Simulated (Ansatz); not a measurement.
# Te3O7: the cost of one run

Method: DFT PBE, scalar-relativistic, plane waves, PAW, in Ansatz 0.2.0.

1 further run of the same task is left out (it didn't finish).

### 1 The structure to begin with

It takes space group R-3m (No. 166, trigonal). The conventional cell has a = 6.277 Å, b = 6.277 Å, c = 24.146 Å, α = 90.00°, β = 90.00°, γ = 120.00°. Around Te (site symmetry 3m) lie 4 O at 2.03 to 2.07 Å. Around Te (site symmetry -3m) lie 6 O at 2.07 Å. O (site symmetry -3m) is surrounded by 2 Te at 2.03 Å. Around O (site symmetry m) lie 2 Te at 2.07 Å.

Coordinates:

```
Te O
1.0
     3.13841    1.81196    8.04866
    -3.13841    1.81196    8.04866
     0.00000   -3.62392    8.04866
Te O
3 7
Direct
  0.41606 0.41606 0.41606
  0.58394 0.58394 0.58394
  0.00000 0.00000 0.00000
  0.50000 0.50000 0.50000
  0.20803 0.20803 0.70803
  0.70803 0.20803 0.20803
  0.20803 0.70803 0.20803
  0.79197 0.29197 0.79197
  0.29197 0.79197 0.79197
  0.79197 0.79197 0.29197
```

The cell is invented: 4-, 6-connected net, bridging atoms on its edges (R-3m, No. 166). The dimensions are guesses.

### 2 A first look at the guess

Contents of input.yaml:

```yaml
crystal:
  lattice:
    - [3.13841033, 1.81196205, 8.04865827]
    - [-3.13841033, 1.81196205, 8.04865827]
    - [0.0, -3.62392409, 8.04865827]
  atoms:
    - { symbol: Te, position: [0.41606411, 0.41606411, 0.41606411] }
    - { symbol: Te, position: [0.58393589, 0.58393589, 0.58393589] }
    - { symbol: Te, position: [0.0, 0.0, 0.0] }
    - { symbol: O, position: [0.5, 0.5, 0.5] }
    - { symbol: O, position: [0.20803206, 0.20803206, 0.70803206] }
    - { symbol: O, position: [0.70803206, 0.20803206, 0.20803206] }
    - { symbol: O, position: [0.20803206, 0.70803206, 0.20803206] }
    - { symbol: O, position: [0.79196794, 0.29196794, 0.79196794] }
    - { symbol: O, position: [0.29196794, 0.79196794, 0.79196794] }
    - { symbol: O, position: [0.79196794, 0.79196794, 0.29196794] }
basis:
  ecutwfc: 420
kpoints:
  mp_grid: { grid: [3, 3, 3] }
hamiltonian:
  xc: pbe
scf:
  occupations: { method: gaussian, width: 0.1 }
  lower_state_search: "off"
output:
  forces: true
  stress: true
  eigenvalues: true
```

Run with:

```sh
$ ansatz run input.yaml --threads 1 --pin off --max-ram 2560MiB --backend cpu --events-out ev --progress --plain --runs-dir out
```

**Question.** How long does this run take on 1 thread of Arm Neoverse V1, shared host, and how much memory does it need?

About 6.9 s, with a peak of 0.54 GiB.
